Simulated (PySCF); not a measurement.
# WF₄+: ligand-field states

Aim: compute the ligand-field states of WF₄+.

Programs: PySCF 2.14.0, with routines of our own; each step states its level. All values are computed. Atoms count from 0.

## 1. The system as given

5 atoms, charge 1, states of the metal's open shell are computed; geometry from: model geometry, bond lengths from ionic radii.

## 2. Ligand-field states: state-averaged CASSCF

Job settings and geometry (Å):

```
{"job": {"kind": "lf", "basis": {"metal": "x2c-TZVPall", "ligand": "x2c-SVPall"}, "nevpt": true}, "charge": 1, "metal": "W", "open_shell": "d1"}
W      0.000000     0.000000     0.000000
F      1.039230     1.039230     1.039231
F     -1.039230    -1.039230     1.039231
F     -1.039230     1.039230    -1.039231
F      1.039230    -1.039230    -1.039231
```

With the program's defaults for keys left out, this is: state-averaged CASSCF of the metal d shell, SC-NEVPT2 on the averaged canonical orbitals, state-interaction spin-orbit coupling.

Run with:

```console
$ OMP_NUM_THREADS=1 python lf_run.py task.json out
```

One launch serves the whole session: the jobs run in the order shown.

What it wrote:

```text
basis functions 137, electrons 109, active (1e, 5o)
stage 1: DIIS on the effective Fock matrix, level shift 0.30
cycle   1  E = -16537.3642966347  dE = -1.654e+04  max|g| = 1.146e+00
cycle   2  E = -16537.4765550894  dE = -1.123e-01  max|g| = 7.646e-01
cycle   3  E = -16537.6005568494  dE = -1.240e-01  max|g| = 4.048e-01
cycle   4  E = -16537.7534307159  dE = -1.529e-01  max|g| = 1.955e-01
cycle   5  E = -16537.7859967527  dE = -3.257e-02  max|g| = 5.933e-02
cycle   6  E = -16537.7889255071  dE = -2.929e-03  max|g| = 2.378e-02
cycle   7  E = -16537.7893898230  dE = -4.643e-04  max|g| = 8.809e-03
cycle   8  E = -16537.7894596416  dE = -6.982e-05  max|g| = 4.167e-03
cycle   9  E = -16537.7894708318  dE = -1.119e-05  max|g| = 1.959e-03
cycle  10  E = -16537.7894735156  dE = -2.684e-06  max|g| = 8.404e-04
cycle  11  E = -16537.7894738594  dE = -3.438e-07  max|g| = 3.739e-04
cycle  12  E = -16537.7894739370  dE = -7.761e-08  max|g| = 1.740e-04
cycle  13  E = -16537.7894739543  dE = -1.727e-08  max|g| = 7.995e-05
cycle  14  E = -16537.7894739576  dE = -3.292e-09  max|g| = 3.656e-05
cycle  15  E = -16537.7894739582  dE = -6.294e-10  max|g| = 1.746e-05
cycle  16  E = -16537.7894739583  dE = -1.346e-10  max|g| = 8.410e-06
converged average energy = -16537.7894739583

 mult deg   label        CASSCF/cm-1   NEVPT2/cm-1
   2   2   2E                  0.0           0.0
   2   3   2T2             17841.0       16565.0

spin-orbit levels / cm-1
      0.00  x4  2E 0.96 2T2 0.04
  17338.12  x4  2T2 0.96 2E 0.04
  18136.83  x2  2T2 1.00
```

Run time: 12 s. Hardware: 1 thread of Arm Neoverse V2, shared host; peak memory 0.34 GiB.

Warnings kept with the result: strongly covalent, metal-shell active space is small for this complex.

From this job:

| quantity | value |
| --- | --- |
| spin-orbit constant ζ | 2298 cm⁻¹ |

Powder susceptibility:

| T (K) | χT (cm³ K/mol) | μ(eff) |
| --- | --- | --- |
| 2 | 0.227 | 1.35 |
| 5 | 0.228 | 1.35 |
| 10 | 0.228 | 1.35 |
| 20 | 0.228 | 1.35 |
| 30 | 0.228 | 1.35 |
| 50 | 0.229 | 1.35 |
| 75 | 0.229 | 1.35 |
| 100 | 0.230 | 1.36 |
| 150 | 0.231 | 1.36 |
| 200 | 0.233 | 1.36 |
| 250 | 0.234 | 1.37 |
| 300 | 0.235 | 1.37 |

## 3. Ligand-field states: state-averaged CASSCF (bond length × 0.92)

Job settings and geometry (Å):

```
{"job": {"kind": "lf", "basis": {"metal": "x2c-TZVPall", "ligand": "x2c-SVPall"}, "nevpt": true, "reuse": true}, "charge": 1, "metal": "W", "open_shell": "d1"}
W      0.000000     0.000000     0.000000
F      0.956092     0.956092     0.956092
F     -0.956092    -0.956092     0.956092
F     -0.956092     0.956092    -0.956092
F      0.956092    -0.956092    -0.956092
```

Level: state-averaged CASSCF of the metal d shell, SC-NEVPT2 on the averaged canonical orbitals, state-interaction spin-orbit coupling.

What it wrote:

```text
basis functions 137, electrons 109, active (1e, 5o)
start from the orbitals of the previous structure
stage 1: DIIS on the effective Fock matrix, level shift 0.30
cycle   1  E = -16533.0992663138  dE = -1.653e+04  max|g| = 6.967e+01
cycle   2  E = -16537.5527584696  dE = -4.453e+00  max|g| = 5.186e-01
cycle   3  E = -16537.6747893551  dE = -1.220e-01  max|g| = 1.256e-01
cycle   4  E = -16537.6934221328  dE = -1.863e-02  max|g| = 5.992e-02
cycle   5  E = -16537.6975169347  dE = -4.095e-03  max|g| = 2.150e-02
cycle   6  E = -16537.6979135293  dE = -3.966e-04  max|g| = 1.295e-02
cycle   7  E = -16537.6980252025  dE = -1.117e-04  max|g| = 6.565e-03
cycle   8  E = -16537.6980468702  dE = -2.167e-05  max|g| = 3.242e-03
cycle   9  E = -16537.6980512826  dE = -4.412e-06  max|g| = 1.501e-03
cycle  10  E = -16537.6980521190  dE = -8.364e-07  max|g| = 6.431e-04
cycle  11  E = -16537.6980522628  dE = -1.438e-07  max|g| = 2.761e-04
cycle  12  E = -16537.6980522879  dE = -2.513e-08  max|g| = 1.168e-04
cycle  13  E = -16537.6980522923  dE = -4.362e-09  max|g| = 4.852e-05
cycle  14  E = -16537.6980522930  dE = -7.276e-10  max|g| = 2.003e-05
cycle  15  E = -16537.6980522931  dE = -1.346e-10  max|g| = 8.228e-06
converged average energy = -16537.6980522931

 mult deg   label        CASSCF/cm-1   NEVPT2/cm-1
   2   2   2E                  0.0           0.0
   2   3   2T2             22159.2       19810.0

spin-orbit levels / cm-1
      0.00  x4  2E 0.98
  19974.87  x2  2T2 1.00
  20857.39  x4  2T2 0.98
```

It took 7.9 s on 1 thread of Arm Neoverse V2, shared host; peak memory 0.35 GiB.

Warnings kept with the result: strongly covalent, metal-shell active space is small for this complex.

In short:

| quantity | value |
| --- | --- |
| spin-orbit constant ζ | 1926 cm⁻¹ |

Powder susceptibility:

| T (K) | χT (cm³ K/mol) | μ(eff) |
| --- | --- | --- |
| 2 | 0.270 | 1.47 |
| 20 | 0.270 | 1.47 |
| 100 | 0.272 | 1.47 |
| 300 | 0.275 | 1.48 |

## 4. Ligand-field states: state-averaged CASSCF (bond length × 0.96)

Job settings and geometry (Å):

```
{"job": {"kind": "lf", "basis": {"metal": "x2c-TZVPall", "ligand": "x2c-SVPall"}, "nevpt": true, "reuse": true}, "charge": 1, "metal": "W", "open_shell": "d1"}
W      0.000000     0.000000     0.000000
F      0.997661     0.997661     0.997662
F     -0.997661    -0.997661     0.997662
F     -0.997661     0.997661    -0.997662
F      0.997661    -0.997661    -0.997662
```

Method: state-averaged CASSCF of the metal d shell, SC-NEVPT2 on the averaged canonical orbitals, state-interaction spin-orbit coupling.

What it wrote:

```text
basis functions 137, electrons 109, active (1e, 5o)
start from the orbitals of the previous structure
stage 1: DIIS on the effective Fock matrix, level shift 0.30
cycle   1  E = -16536.3451453251  dE = -1.654e+04  max|g| = 3.440e+01
cycle   2  E = -16537.7325158454  dE = -1.387e+00  max|g| = 2.610e-01
cycle   3  E = -16537.7671096089  dE = -3.459e-02  max|g| = 4.493e-02
cycle   4  E = -16537.7695890060  dE = -2.479e-03  max|g| = 3.308e-02
cycle   5  E = -16537.7707821139  dE = -1.193e-03  max|g| = 1.182e-02
cycle   6  E = -16537.7708928084  dE = -1.107e-04  max|g| = 6.875e-03
cycle   7  E = -16537.7709208101  dE = -2.800e-05  max|g| = 3.519e-03
cycle   8  E = -16537.7709263235  dE = -5.513e-06  max|g| = 1.735e-03
cycle   9  E = -16537.7709274008  dE = -1.077e-06  max|g| = 7.623e-04
cycle  10  E = -16537.7709275662  dE = -1.654e-07  max|g| = 3.505e-04
cycle  11  E = -16537.7709275967  dE = -3.049e-08  max|g| = 1.520e-04
cycle  12  E = -16537.7709276018  dE = -5.115e-09  max|g| = 6.498e-05
cycle  13  E = -16537.7709276027  dE = -8.658e-10  max|g| = 2.760e-05
cycle  14  E = -16537.7709276029  dE = -1.528e-10  max|g| = 1.149e-05
cycle  15  E = -16537.7709276029  dE = -2.547e-11  max|g| = 4.773e-06
converged average energy = -16537.7709276029

 mult deg   label        CASSCF/cm-1   NEVPT2/cm-1
   2   2   2E                  0.0           0.0
   2   3   2T2             19928.1       18186.0

spin-orbit levels / cm-1
      0.00  x4  2E 0.97
  19049.68  x4  2T2 0.97
  19142.81  x2  2T2 1.00
```

Run time: 7.8 s. Hardware: 1 thread of Arm Neoverse V2, shared host; peak memory 0.35 GiB.

Warnings kept with the result: strongly covalent, metal-shell active space is small for this complex.

Key values:

| quantity | value |
| --- | --- |
| spin-orbit constant ζ | 2143 cm⁻¹ |

Powder susceptibility:

| T (K) | χT (cm³ K/mol) | μ(eff) |
| --- | --- | --- |
| 2 | 0.248 | 1.41 |
| 20 | 0.249 | 1.41 |
| 100 | 0.250 | 1.42 |
| 300 | 0.255 | 1.43 |

## 5. Ligand-field states: state-averaged CASSCF (bond length × 1.04)

Job settings and geometry (Å):

```
{"job": {"kind": "lf", "basis": {"metal": "x2c-TZVPall", "ligand": "x2c-SVPall"}, "nevpt": true, "reuse": true}, "charge": 1, "metal": "W", "open_shell": "d1"}
W      0.000000     0.000000     0.000000
F      1.080800     1.080800     1.080800
F     -1.080800    -1.080800     1.080800
F     -1.080800     1.080800    -1.080800
F      1.080800    -1.080800    -1.080800
```

Method: state-averaged CASSCF of the metal d shell, SC-NEVPT2 on the averaged canonical orbitals, state-interaction spin-orbit coupling.

What it wrote:

```text
basis functions 137, electrons 109, active (1e, 5o)
start from the orbitals of the previous structure
stage 1: DIIS on the effective Fock matrix, level shift 0.30
cycle   1  E = -16534.8480107172  dE = -1.653e+04  max|g| = 3.469e+01
cycle   2  E = -16537.6665135725  dE = -2.819e+00  max|g| = 3.692e-01
cycle   3  E = -16537.7568793198  dE = -9.037e-02  max|g| = 8.292e-02
cycle   4  E = -16537.7629780243  dE = -6.099e-03  max|g| = 7.679e-02
cycle   5  E = -16537.7690834360  dE = -6.105e-03  max|g| = 3.022e-02
cycle   6  E = -16537.7697245171  dE = -6.411e-04  max|g| = 1.486e-02
cycle   7  E = -16537.7698250833  dE = -1.006e-04  max|g| = 9.293e-03
cycle   8  E = -16537.7698550238  dE = -2.994e-05  max|g| = 5.105e-03
cycle   9  E = -16537.7698651600  dE = -1.014e-05  max|g| = 2.433e-03
cycle  10  E = -16537.7698671454  dE = -1.985e-06  max|g| = 1.081e-03
cycle  11  E = -16537.7698674728  dE = -3.274e-07  max|g| = 4.799e-04
cycle  12  E = -16537.7698675278  dE = -5.496e-08  max|g| = 2.125e-04
cycle  13  E = -16537.7698675382  dE = -1.046e-08  max|g| = 9.197e-05
cycle  14  E = -16537.7698675402  dE = -1.979e-09  max|g| = 3.901e-05
cycle  15  E = -16537.7698675406  dE = -3.783e-10  max|g| = 1.674e-05
cycle  16  E = -16537.7698675407  dE = -6.912e-11  max|g| = 7.448e-06
converged average energy = -16537.7698675407

 mult deg   label        CASSCF/cm-1   NEVPT2/cm-1
   2   2   2E                  0.0           0.0
   2   3   2T2             15996.3       15106.1

spin-orbit levels / cm-1
      0.00  x4  2E 0.96 2T2 0.04
  15858.64  x4  2T2 0.96 2E 0.04
  17148.84  x2  2T2 1.00
```

It took 8.1 s on 1 thread of Arm Neoverse V2, shared host; peak memory 0.35 GiB.

Warnings kept with the result: strongly covalent, metal-shell active space is small for this complex.

Key values:

| quantity | value |
| --- | --- |
| spin-orbit constant ζ | 2408 cm⁻¹ |

Powder susceptibility:

| T (K) | χT (cm³ K/mol) | μ(eff) |
| --- | --- | --- |
| 2 | 0.208 | 1.29 |
| 20 | 0.209 | 1.29 |
| 100 | 0.211 | 1.30 |
| 300 | 0.217 | 1.32 |

## 6. Ligand-field states: state-averaged CASSCF (bond length × 1.08)

Job settings and geometry (Å):

```
{"job": {"kind": "lf", "basis": {"metal": "x2c-TZVPall", "ligand": "x2c-SVPall"}, "nevpt": true, "reuse": true}, "charge": 1, "metal": "W", "open_shell": "d1"}
W      0.000000     0.000000     0.000000
F      1.122369     1.122369     1.122369
F     -1.122369    -1.122369     1.122369
F     -1.122369     1.122369    -1.122369
F      1.122369    -1.122369    -1.122369
```

Method: state-averaged CASSCF of the metal d shell, SC-NEVPT2 on the averaged canonical orbitals, state-interaction spin-orbit coupling.

What it wrote:

```text
basis functions 137, electrons 109, active (1e, 5o)
start from the orbitals of the previous structure
stage 1: DIIS on the effective Fock matrix, level shift 0.30
cycle   1  E = -16537.2591864658  dE = -1.654e+04  max|g| = 1.572e+01
cycle   2  E = -16537.7046892704  dE = -4.455e-01  max|g| = 1.688e-01
cycle   3  E = -16537.7212585634  dE = -1.657e-02  max|g| = 3.598e-02
cycle   4  E = -16537.7223294127  dE = -1.071e-03  max|g| = 4.378e-02
cycle   5  E = -16537.7239491269  dE = -1.620e-03  max|g| = 1.663e-02
cycle   6  E = -16537.7241525363  dE = -2.034e-04  max|g| = 7.907e-03
cycle   7  E = -16537.7241835340  dE = -3.100e-05  max|g| = 5.133e-03
cycle   8  E = -16537.7241932003  dE = -9.666e-06  max|g| = 2.951e-03
cycle   9  E = -16537.7241969402  dE = -3.740e-06  max|g| = 1.400e-03
cycle  10  E = -16537.7241976523  dE = -7.121e-07  max|g| = 6.762e-04
cycle  11  E = -16537.7241978043  dE = -1.520e-07  max|g| = 2.925e-04
cycle  12  E = -16537.7241978302  dE = -2.593e-08  max|g| = 1.303e-04
cycle  13  E = -16537.7241978354  dE = -5.213e-09  max|g| = 5.714e-05
cycle  14  E = -16537.7241978366  dE = -1.182e-09  max|g| = 2.470e-05
cycle  15  E = -16537.7241978369  dE = -2.801e-10  max|g| = 1.071e-05
cycle  16  E = -16537.7241978369  dE = -5.821e-11  max|g| = 4.728e-06
converged average energy = -16537.7241978369

 mult deg   label        CASSCF/cm-1   NEVPT2/cm-1
   2   2   2E                  0.0           0.0
   2   3   2T2             14422.8       13889.3

spin-orbit levels / cm-1
      0.00  x4  2E 0.95 2T2 0.05
  14664.84  x4  2T2 0.95 2E 0.05
  16286.33  x2  2T2 1.00
```

Run time: 8 s. Hardware: 1 thread of Arm Neoverse V2, shared host; peak memory 0.35 GiB.

Warnings kept with the result: strongly covalent, metal-shell active space is small for this complex.

In short:

| quantity | value |
| --- | --- |
| spin-orbit constant ζ | 2484 cm⁻¹ |

Powder susceptibility:

| T (K) | χT (cm³ K/mol) | μ(eff) |
| --- | --- | --- |
| 2 | 0.192 | 1.24 |
| 20 | 0.193 | 1.24 |
| 100 | 0.196 | 1.25 |
| 300 | 0.203 | 1.27 |

## 7. Ligand field across the series

From the NEVPT2 states (cm⁻¹; the spread is that of the fitted one-electron ligand-field levels):

| step | setting | ground state | next state | orbital spread | ζ | μ(eff), 300 K |
| --- | --- | --- | --- | --- | --- | --- |
| 2 | as given | 2E | 2T2 at 16565 | 16565 | 2298 | 1.37 |
| 3 | bond length × 0.92 | 2E | 2T2 at 19810 | 19810 | 1926 | 1.48 |
| 4 | bond length × 0.96 | 2E | 2T2 at 18186 | 18186 | 2143 | 1.43 |
| 5 | bond length × 1.04 | 2E | 2T2 at 15106 | 15106 | 2408 | 1.32 |
| 6 | bond length × 1.08 | 2E | 2T2 at 13889 | 13889 | 2484 | 1.27 |

## 8. Outcome

| quantity | value |
| --- | --- |
| spin-orbit constant ζ (step 2, state-averaged CASSCF) | 2298 cm⁻¹ |
| ground multiplicity, μ(eff) at 300 K (step 2, 4 donors at 1.80 Å) | 2, 1.37 μB |
| ground multiplicity, μ(eff) at 300 K (step 3, 4 donors at 1.66 Å) | 2, 1.48 μB |
| ground multiplicity, μ(eff) at 300 K (step 4, 4 donors at 1.73 Å) | 2, 1.43 μB |
| ground multiplicity, μ(eff) at 300 K (step 5, 4 donors at 1.87 Å) | 2, 1.32 μB |
| ground multiplicity, μ(eff) at 300 K (step 6, 4 donors at 1.94 Å) | 2, 1.27 μB |

What this shows: In step 2, χT goes from 0.23 at 2 K to 0.24 cm³ K/mol at 300 K: nearly flat, so one level governs the whole range. In step 3 ζ is 55 % of the free ion's 3499 cm⁻¹: an effective value, diluted by mixing with the ligands. The spread of the ligand-field levels runs from 13889 cm⁻¹ (bond length × 1.08) to 19810 cm⁻¹ (bond length × 0.92); μ(eff) at 300 K: 1.27 to 1.48 μB. The bonding is strongly covalent, and an active space of the metal's shell alone is small for it, so these values are rough.
